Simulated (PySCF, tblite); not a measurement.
**C4H9BN2: geometry, infrared bands, NMR shifts, spin-spin couplings and electronic excitations, part 1 of 2**

What infrared bands, NMR shifts, spin-spin couplings and electronic excitations should C4H9BN2 (`CC#CB(N)NC`) show?

The runs use tblite 0.8.0 and PySCF 2.14.0, with density-fitted response routines of our own; the level of theory stands in each step. All values are computed, except where a source is named. Atoms are numbered from 0 throughout.

## Step 1: The starting structure

16 atoms, charge 0, multiplicity 1; geometry from: force field or distance geometry start.

Bonds of the start (Å): C0–C1 1.48, C1–C2 1.19, C2–B3 1.57, B3–N4 1.52, B3–N5 1.54, N5–C6 1.43, C0–H7 1.11, C0–H8 1.09, C0–H9 1.11, N4–H10 1.05, N4–H11 1.03, N5–H12 1.03, C6–H13 1.11, C6–H14 1.11, C6–H15 1.11.

## Step 2: Geometry optimisation with GFN2-xTB

What the job is given:

```
{"job": {"kind": "relax", "xc": "GFN2-xTB", "basis": "xTB"}, "charge": 0, "multiplicity": 1}
C      3.566800     0.102600    -0.214900
C      2.090200     0.114800    -0.281900
C      0.898800     0.093200    -0.318400
B     -0.664800     0.089200    -0.400100
N     -1.237100     0.350600    -1.787500
N     -1.394600     0.826300     0.736600
C     -2.279700     0.000400     1.488500
H      3.980800     1.058700     0.170700
H      3.976600    -0.064300    -1.216200
H      3.870200    -0.701200     0.485400
H     -1.293900    -0.512100    -2.375900
H     -2.107300     0.898500    -1.780700
H     -1.848000     1.692100     0.398400
H     -2.424700     0.409300     2.505400
H     -1.856800    -1.023400     1.554400
H     -3.284200    -0.058400     1.024800
```

Run with:

```
> OMP_NUM_THREADS=1 python probes_run.py task.json out
```

One launch serves the whole session: the jobs run in the order shown.

What it wrote:

```text
step      E/eV     max force
  0    -548.34617    3.531
  1    -548.55499    5.656
  2    -548.89729    1.432
  3    -548.99217    0.929
  4    -549.04257    0.648
  5    -549.07170    0.608
  6    -549.10730    0.746
  7    -549.14525    0.830
  8    -549.18797    0.746
  9    -549.23209    0.607
 10    -549.27612    0.620
 11    -549.31961    0.535
 12    -549.34926    0.343
 13    -549.35795    0.812
 14    -549.37053    0.381
 15    -549.37817    0.255
 16    -549.39185    0.173
 17    -549.39624    0.194
 18    -549.40222    0.201
 19    -549.40552    0.162
 20    -549.40883    0.127
 21    -549.41182    0.174
 22    -549.41511    0.199
 23    -549.41916    0.179
 24    -549.42463    0.204
 25    -549.43186    0.263
 26    -549.43977    0.284
 27    -549.44868    0.269
 28    -549.45790    0.287
 29    -549.47205    0.291
 30    -549.49519    0.374
 31    -549.53096    0.464
 32    -549.55712    0.486
 33    -549.56369    0.672
 34    -549.60258    0.480
 35    -549.62959    0.466
 36    -549.68908    0.787
 37    -549.72347    0.555
 38    -549.75808    0.524
 39    -549.79449    0.503
 40    -549.82515    0.492
 41    -549.83822    1.023
 42    -549.85692    0.567
 43    -549.88514    0.359
 44    -549.89924    0.316
 45    -549.92472    0.473
 46    -549.94771    0.458
 47    -549.97478    0.382
 48    -549.98982    0.441
 49    -549.99804    0.275
 50    -550.00672    0.301
 51    -550.01591    0.229
 52    -550.02423    0.179
 53    -550.02766    0.170
 54    -550.03166    0.191
 55    -550.03537    0.183
 56    -550.03822    0.198
 57    -550.04064    0.190
 58    -550.04302    0.121
 59    -550.04484    0.112
 60    -550.04640    0.139
 61    -550.04833    0.159
 62    -550.05074    0.158
 63    -550.05344    0.138
 64    -550.05621    0.124
 65    -550.05820    0.093
 66    -550.05928    0.081
 67    -550.06004    0.088
 68    -550.06090    0.066
 69    -550.06225    0.093
 70    -550.06386    0.095
 71    -550.06533    0.097
 72    -550.06651    0.095
 73    -550.06731    0.068
 74    -550.06790    0.063
 75    -550.06844    0.049
 76    -550.06889    0.052
 77    -550.06927    0.052
 78    -550.06964    0.054
 79    -550.07015    0.063
 80    -550.07090    0.068
 81    -550.07185    0.079
 82    -550.07281    0.078
 83    -550.07366    0.091
 84    -550.07455    0.097
 85    -550.07569    0.108
 86    -550.07711    0.130
 87    -550.07858    0.109
 88    -550.07985    0.082
 89    -550.08095    0.091
 90    -550.08193    0.086
 91    -550.08279    0.094
 92    -550.08352    0.069
 93    -550.08414    0.059
 94    -550.08468    0.061
 95    -550.08518    0.060
 96    -550.08562    0.060
 97    -550.08595    0.063
 98    -550.08612    0.036
 99    -550.08621    0.024
100    -550.08626    0.017
101    -550.08630    0.015
102    -550.08633    0.010
103    -550.08634    0.013
104    -550.08635    0.009
```

It took 0.93 s on 1 thread of Arm Neoverse N1, shared host; peak memory 0.18 GiB.

The steps of the relaxation: (not every step is listed)

| step | energy from step 0 (eV) | largest force (eV/Å) |
| --- | --- | --- |
| 0 | 0.0000 | 3.5308 |
| 1 | -0.2088 | 5.6555 |
| 2 | -0.5511 | 1.4317 |
| 3 | -0.6460 | 0.9286 |
| 4 | -0.6964 | 0.6479 |
| 5 | -0.7255 | 0.6083 |
| 6 | -0.7611 | 0.7456 |
| 7 | -0.7991 | 0.8301 |
| 8 | -0.8418 | 0.7465 |
| 17 | -1.0501 | 0.1943 |
| 26 | -1.0936 | 0.2843 |
| 35 | -1.2834 | 0.4663 |
| 44 | -1.5531 | 0.3161 |
| 53 | -1.6815 | 0.1698 |
| 62 | -1.7046 | 0.1584 |
| 71 | -1.7192 | 0.0971 |
| 80 | -1.7247 | 0.0677 |
| 89 | -1.7348 | 0.0907 |
| 98 | -1.7400 | 0.0364 |
| 99 | -1.7400 | 0.0236 |
| 100 | -1.7401 | 0.0172 |
| 101 | -1.7401 | 0.0146 |
| 102 | -1.7402 | 0.0104 |
| 103 | -1.7402 | 0.0130 |
| 104 | -1.7402 | 0.0086 |

Distances of close pairs at the start and the end, largest changes first:

| bond | before (Å) | after (Å) | change (Å) |
| --- | --- | --- | --- |
| B3–N5 | 1.539 | 1.406 | -0.133 |
| B3–N4 | 1.523 | 1.409 | -0.114 |
| N4–H10 | 1.046 | 1.003 | -0.043 |
| C2–B3 | 1.566 | 1.526 | -0.040 |
| C0–C1 | 1.478 | 1.449 | -0.029 |
| N5–H12 | 1.034 | 1.009 | -0.026 |
| N4–H11 | 1.028 | 1.004 | -0.024 |
| C6–H14 | 1.110 | 1.088 | -0.021 |

The final coordinates are the input of the step that follows.

## Step 3: Infrared spectrum with GFN2-xTB

What the job is given:

```
{"job": {"kind": "ir", "xc": "GFN2-xTB", "basis": "xTB"}, "charge": 0, "multiplicity": 1}
C      3.150219    -0.194536     0.069336
C      1.746472     0.031920    -0.211974
C      0.580492     0.222811    -0.446000
B     -0.896923     0.458900    -0.747298
N     -1.294596     0.755717    -2.065973
N     -1.854307     0.380118     0.279519
C     -1.617120     0.084469     1.668479
H      3.595401     0.706371     0.493168
H      3.682045    -0.451850    -0.847294
H      3.264716    -1.011381     0.782836
H     -0.645388     0.825200    -2.827038
H     -2.247709     0.919576    -2.335977
H     -2.828577     0.532581     0.067430
H     -1.962428     0.900096     2.314021
H     -0.547907    -0.050137     1.820123
H     -2.131989    -0.833428     1.975233
```

What it wrote:

```text
mode    cm-1     km/mol
  1     -13.1      0.02
  2      76.6      0.92
  3     118.2      4.40
  4     134.1      0.14
  5     160.7      1.53
  6     214.2      2.23
  7     284.9      0.98
  8     321.3      0.22
  9     372.6      0.73
 10     385.2    186.87
 11     469.6      5.21
 12     488.5      1.91
 13     514.3     35.23
 14     577.8    137.60
 15     603.3      2.52
 16     813.8      6.20
 17    1010.5    100.07
 18    1020.0      6.89
 19    1025.2      8.17
 20    1086.7     17.50
 21    1117.4      1.62
 22    1142.6      2.11
 23    1289.3    144.38
 24    1325.4    147.25
 25    1389.0      0.38
 26    1415.0     43.01
 27    1454.7    243.29
 28    1462.1     13.52
 29    1463.7      4.06
 30    1485.8      3.53
 31    1506.1     24.03
 32    1536.1    123.15
 33    2347.4    107.42
 34    2900.0     73.25
 35    2930.9    100.92
 36    2990.4     33.52
 37    2990.9     33.23
 38    3000.8     43.40
 39    3031.3     17.17
 40    3447.3     13.22
 41    3515.7      4.30
 42    3565.1      4.68
```

It took 0.67 s on 1 thread of Arm Neoverse N1, shared host; peak memory 0.18 GiB.

The strongest bands and the atoms that carry them (share of the mass-weighted mode):

| cm⁻¹ | km/mol | atoms |
| --- | --- | --- |
| 385 | 186.9 | H10 51 %, H11 31 %, N4 17 % |
| 578 | 137.6 | H12 83 %, N5 12 % |
| 1289 | 144.4 | B3 36 %, H12 34 % |
| 1325 | 147.2 | B3 52 %, H12 14 % |
| 1455 | 243.3 | N5 31 %, B3 24 %, H12 12 %, H13 11 % |
| 1536 | 123.2 | H11 40 %, H10 40 %, N4 15 % |
| 2347 | 107.4 | C1 52 %, C2 47 % |
| 2931 | 100.9 | H13 53 %, H15 43 % |

## Step 4: Relaxing the molecule at PBE0-D3(BJ)/def2-SVP

What the job is given:

```
{"job": {"xc": "PBE0", "basis": "def2-SVP", "d3": "d3bj", "grid": 1, "shake": 0.01, "kind": "geom"}, "charge": 0, "multiplicity": 1}
C      3.170630    -0.220090     0.073520
C      1.740790     0.027390    -0.214130
C      0.560290     0.220490    -0.454650
B     -0.863690     0.461160    -0.750820
N     -1.297410     0.749040    -2.076520
N     -1.858220     0.384940     0.277130
C     -1.607540     0.082470     1.668720
H      3.610860     0.711820     0.488120
H      3.680220    -0.446440    -0.827940
H      3.262020    -1.013820     0.792860
H     -0.654250     0.822280    -2.818210
H     -2.241910     0.920490    -2.329280
H     -2.856860     0.542790     0.057830
H     -1.979110     0.902860     2.321030
H     -0.552350    -0.060900     1.820380
H     -2.132520    -0.819370     1.982710
```

What it wrote:

```text
step   0  E = -291.67137056  max force = 0.058534
step   1  E = -291.67783251  max force = 0.012253
step   2  E = -291.67886261  max force = 0.003677
step   3  E = -291.67902343  max force = 0.004639
step   4  E = -291.67919035  max force = 0.001602
step   5  E = -291.67924214  max force = 0.001556
step   6  E = -291.67928588  max force = 0.000472
step   7  E = -291.67930460  max force = 0.000250
step   8  E = -291.67931464  max force = 0.000413
optimisation converged
```

Run time: 2 min. Hardware: 1 thread of Arm Neoverse N1, shared host; peak memory 0.62 GiB.

Step by step:

| step | energy from step 0 (eV) | largest force component (eV/Å) |
| --- | --- | --- |
| 0 | 0.0000 | 3.0099 |
| 1 | -0.1758 | 0.6301 |
| 2 | -0.2039 | 0.1891 |
| 3 | -0.2082 | 0.2385 |
| 4 | -0.2128 | 0.0824 |
| 5 | -0.2142 | 0.0800 |
| 6 | -0.2154 | 0.0243 |
| 7 | -0.2159 | 0.0129 |
| 8 | -0.2162 | 0.0212 |

Distances of close pairs at the start and the end, largest changes first:

| bond | before (Å) | after (Å) | change (Å) |
| --- | --- | --- | --- |
| C2–B3 | 1.474 | 1.548 | +0.073 |
| C0–H8 | 1.060 | 1.102 | +0.042 |
| C0–H9 | 1.075 | 1.102 | +0.026 |
| C0–C1 | 1.479 | 1.453 | -0.026 |
| N4–H10 | 0.984 | 1.008 | +0.024 |
| C6–H14 | 1.076 | 1.099 | +0.023 |
| N5–H12 | 1.035 | 1.013 | -0.022 |
| N4–H11 | 0.993 | 1.010 | +0.017 |

The next job starts from the end point, and lists it.

| at the end point | value |
| --- | --- |
| point group (found at 0.08 Å tolerance) | C1 |
| rotational constants (GHz, main isotopes) | 3.684, 1.472, 1.066 |
| dipole moment (D) | 0.67 |

## Step 5: NMR shieldings: PBE0/pcSseg-1

What the job is given:

```
{"job": {"kind": "nmr", "xc": "PBE0", "basis": "pcSseg-1"}, "charge": 0, "multiplicity": 1}
C      3.119938    -0.435036    -0.012070
C      1.728303    -0.093167    -0.252717
C      0.560500     0.191736    -0.454151
B     -0.919970     0.552023    -0.724929
N     -1.297405     0.905677    -2.044611
N     -1.858092     0.526012     0.336878
C     -1.604650     0.170693     1.705329
H      3.660113     0.404653     0.453709
H      3.639142    -0.686296    -0.950483
H      3.207222    -1.301912     0.661974
H     -0.630032     0.919131    -2.800487
H     -2.236483     1.156567    -2.318063
H     -2.824294     0.752611     0.135878
H     -1.896501     0.971521     2.408629
H     -0.529019    -0.010249     1.838613
H     -2.135546    -0.749355     2.012930
```

Level: GIAO PBE0/pcSseg-1 NMR shielding, non-relativistic, gas phase.

What it wrote:

```text
coarse grid: 13136 points
cycle   1  E = -291.7357886525  dE =  7.298e-01  |g| = 5.436e-01  |ddm| = 3.679e+00
cycle   2  E = -291.6966989071  dE =  3.909e-02  |g| = 6.843e-01  |ddm| = 1.060e+00
cycle   3  E = -291.8005432288  dE = -1.038e-01  |g| = 2.037e-01  |ddm| = 6.337e-01
cycle   4  E = -291.8107742539  dE = -1.023e-02  |g| = 4.448e-02  |ddm| = 1.739e-01
cycle   5  E = -291.8111700625  dE = -3.958e-04  |g| = 1.593e-02  |ddm| = 3.480e-02
cycle   6  E = -291.8112291199  dE = -5.906e-05  |g| = 2.218e-03  |ddm| = 1.475e-02
cycle   7  E = -291.8112302794  dE = -1.159e-06  |g| = 4.126e-04  |ddm| = 2.207e-03
final grid: 126376 points
cycle   8  E = -291.8458983418  dE = -2.972e-05  |g| = 8.748e-03  |ddm| = 3.706e-02
cycle   9  E = -291.8458925843  dE =  5.758e-06  |g| = 1.038e-02  |ddm| = 1.297e-02
cycle  10  E = -291.8459157525  dE = -2.317e-05  |g| = 9.171e-04  |ddm| = 6.549e-03
cycle  11  E = -291.8459159530  dE = -2.005e-07  |g| = 2.300e-04  |ddm| = 8.717e-04
cycle  12  E = -291.8459159572  dE = -4.178e-09  |g| = 1.839e-04  |ddm| = 2.590e-04
cycle  13  E = -291.8459159654  dE = -8.237e-09  |g| = 2.701e-05  |ddm| = 1.472e-04
cycle  14  E = -291.8459159656  dE = -1.555e-10  |g| = 1.017e-05  |ddm| = 2.639e-05
converged SCF energy = -291.8459159656

GIAO shielding tensors (ppm)
atom      isotropic    diamagn.    paramagn.     s11        s22        s33       span
  0 C      178.820     251.105     -72.285    170.554    170.928    194.977     24.423
  1 C       79.968     274.996    -195.028     -5.681     -4.734    250.319    256.000
  2 C       96.506     257.169    -160.662      5.684     10.409    273.427    267.743
  3 B       81.267     196.033    -114.766     51.924     85.923    105.956     54.031
  4 N      199.178     317.301    -118.123    146.309    203.185    248.039    101.730
  5 N      189.175     321.023    -131.848    122.045    207.120    238.360    116.315
  6 C      151.647     245.045     -93.398    129.966    141.000    183.975     54.009
  7 H       29.326      27.828       1.499     24.476     27.564     35.939     11.463
  8 H       29.357      27.027       2.329     24.390     27.602     36.077     11.687
  9 H       29.329      29.377      -0.048     24.388     27.735     35.863     11.475
 10 H       29.131      31.516      -2.385     22.831     27.266     37.296     14.465
 11 H       29.582      30.637      -1.056     23.549     26.863     38.333     14.784
 12 H       29.698      31.975      -2.276     21.741     30.413     36.941     15.200
 13 H       28.678      28.221       0.457     23.932     26.505     35.598     11.665
 14 H       27.798      31.264      -3.465     23.155     29.224     31.016      7.862
 15 H       28.629      28.872      -0.242     23.886     26.406     35.596     11.710
```

Wall time 49 s (1 thread of Arm Neoverse N1, shared host); peak memory 0.82 GiB.

The references, computed at this level on geometries of the same kind, shield at (ppm): 1H TMS 31.27, 13C TMS 184.4, 15N NH3 265.7, 11B BF3·OEt2 100.7. Their shielding less the atom's gives the shift. The references are single molecules in the gas phase, so shifts against H2O, NH3, PH3, H3PO4 or CFCl3 are not on the usual liquid scales and can be off by tens of ppm. Atoms listed in one row are averaged.

| atoms | environment | σ (ppm) | δ (ppm) | δ scaled to CDCl3 |
| --- | --- | --- | --- | --- |
| C1 | alkyne carbon | 80.0 | 104.4 | 100.9 |
| C2 | alkyne carbon | 96.5 | 87.9 | 84.8 |
| C6 | methyl carbon bonded to N | 151.6 | 32.8 | 31.3 |
| C0 | propargylic methyl carbon | 178.8 | 5.6 | 4.9 |
| H13, H14, H15 | hydrogen on a methyl carbon bonded to N | 28.37 | 2.90 | 2.96 |
| H7, H8, H9 | hydrogen on a propargylic methyl carbon | 29.34 | 1.93 | 2.05 |
| H10, H11 | hydrogen on a nitrogen bonded to B | 29.36 | 1.91 | – |
| H12 | hydrogen on a nitrogen bonded to C, B | 29.70 | 1.57 | – |
| B3 | boron bonded to C, 2 N | 81.3 | 19.5 | – |
| N5 | nitrogen bonded to C, B, H | 189.2 | 76.5 | – |
| N4 | nitrogen bonded to B, 2 H | 199.2 | 66.5 | – |

The scaled column applies a straight-line fit of computed shieldings to shifts measured in CDCl3 (root-mean-square error 0.21 ppm for H, 2.0 ppm for C).

The run also stored atomic charges by several schemes (e):

| atoms | Mulliken | IAO | Hirshfeld | ESP fit |
| --- | --- | --- | --- | --- |
| C0 | -0.20 | -0.43 | -0.10 | -0.52 |
| C1 | -0.25 | -0.03 | -0.05 | 0.22 |
| C2 | -0.22 | -0.19 | -0.14 | -0.48 |
| B3 | 0.47 | 0.25 | 0.16 | 0.62 |
| N4 | -0.49 | -0.58 | -0.27 | -1.08 |
| N5 | -0.55 | -0.41 | -0.19 | -0.52 |
| C6 | -0.10 | -0.29 | -0.06 | -0.09 |

Mayer bond orders: C0–C1 1.19, C1–C2 2.59, C2–B3 0.95, B3–N4 1.24, B3–N5 1.21, N5–C6 0.98.

Orbitals, density, ELF and potential are computed afterwards from the orbital file.

Frontier orbitals at PBE0/pcSseg-1, with the share of their density that lies nearest to each atom:

| orbital | energy (eV) | lies on |
| --- | --- | --- |
| HOMO | -6.35 | N5 46 %; N4 24 %; H12, H13, H15 about 6 % each |
| LUMO | 0.60 | C1 27 %; B3 23 %; C2 21 % |

ELF in a plane through or near 11 of the atoms.

Values, 10 rows by 14 columns:
```
0.00 0.00 0.00 0.00 0.00 0.00 0.00 0.00 0.00 0.00 0.00 0.00 0.00 0.00
0.00 0.00 0.00 0.00 0.00 0.00 0.00 0.00 0.00 0.00 0.00 0.00 0.00 0.00
0.00 0.00 0.00 0.00 0.00 0.00 0.00 0.23 0.04 0.08 0.02 0.00 0.00 0.00
0.00 0.00 0.03 0.35 0.05 0.01 0.02 1.00 0.80 0.66 0.17 0.00 0.00 0.00
0.00 0.00 0.11 0.79 0.47 0.64 0.59 0.03 0.44 0.72 0.36 0.01 0.00 0.00
0.00 0.02 0.60 0.67 0.89 0.52 0.21 0.88 0.70 0.64 0.99 0.40 0.00 0.00
0.00 0.01 0.92 0.89 0.07 0.69 0.63 0.33 0.81 0.13 0.00 0.00 0.00 0.00
0.00 0.00 0.00 0.00 0.00 0.04 0.01 0.91 0.58 0.99 0.95 0.00 0.00 0.00
0.00 0.00 0.00 0.00 0.00 0.00 0.01 0.91 0.38 0.10 0.03 0.00 0.00 0.00
0.00 0.00 0.00 0.00 0.00 0.00 0.00 0.00 0.00 0.00 0.00 0.00 0.00 0.00
```
The map spans 12.8 Å across and 11.0 Å up, centred on the molecule. Atoms in the plane (x, y in Å): C0 (-3.2, 0.2), C1 (-1.8, -0.2), C2 (-0.6, -0.4), B3 (0.9, -0.8), N4 (1.3, -2.2), N5 (1.9, 0.2), C6 (1.7, 1.7), H10 (0.6, -2.9), H11 (2.3, -2.5), H12 (2.9, 0.0), H14 (0.6, 1.8).

On the surface of density 0.002 e/bohr³ the electrostatic potential runs, from the 1st to the 99th percentile, from -1.21 V near C2 to 1.47 V near H11.

(Continued in part 2 of 2.)
